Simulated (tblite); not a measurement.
# C8H10NP: the cost of one run

Programs: tblite 0.8.0 and PySCF 2.14.0, with density-fitted response routines of our own. Each step states its level of theory. These are calculated values for one molecule, in the gas phase or a continuum, unless marked as measured. Atoms are numbered from 0 throughout.

## Step 1: The starting structure

20 atoms, charge 0, multiplicity 1; geometry from: force field or distance geometry start.

Bonds of the start (Å): C0–C1 1.35, C1–C2 1.48, C2–C3 1.49, C3–P4 1.83, P4–N5 1.79, N5–C6 1.33, C6–C7 1.38, C7–C8 1.35, C8–C9 1.37, P4–C2 1.86, C9–N5 1.35, C0–H10 1.09, C0–H11 1.07, C1–H12 1.07, C2–H13 1.11, C3–H14 1.12, C3–H15 1.13, C6–H16 1.10, C7–H17 1.10, C8–H18 1.09, C9–H19 1.11.

## Step 2: Optimising the geometry with GFN2-xTB

Job settings and geometry (Å):

```
{"job": {"kind": "relax", "xc": "GFN2-xTB", "basis": "xTB"}, "charge": 0, "multiplicity": 1}
C      3.873500     0.279700    -0.085300
C      2.714400     0.259300    -0.769300
C      1.489700    -0.046000     0.002300
C      1.243800    -1.470500     0.356000
P      0.043000    -0.825700    -0.866900
N     -1.530900    -0.141200    -0.352200
C     -2.724100    -0.723500    -0.398400
C     -3.679500     0.138900     0.108900
C     -3.042300     1.277200     0.465300
C     -1.714900     1.085200     0.177900
H      3.790000     0.078700     0.987400
H      4.804300     0.490900    -0.577400
H      2.647700     0.439800    -1.820700
H      1.228900     0.757900     0.715500
H      2.028600    -2.150800    -0.069700
H      0.932200    -1.665900     1.429100
H     -2.988100    -1.727400    -0.753300
H     -4.757700    -0.084800     0.189100
H     -3.436800     2.198100     0.900000
H     -0.927100     1.840800     0.358700
```

Run with:

```bash
OMP_NUM_THREADS=1 python probes_run.py task.json out
```

This one command runs all jobs of the session in turn.

**Question.** How long does this first job take on 1 thread of AMD EPYC 7R13, shared host, and how much memory does it need?

About 1.7 s, with a peak of 0.18 GiB.
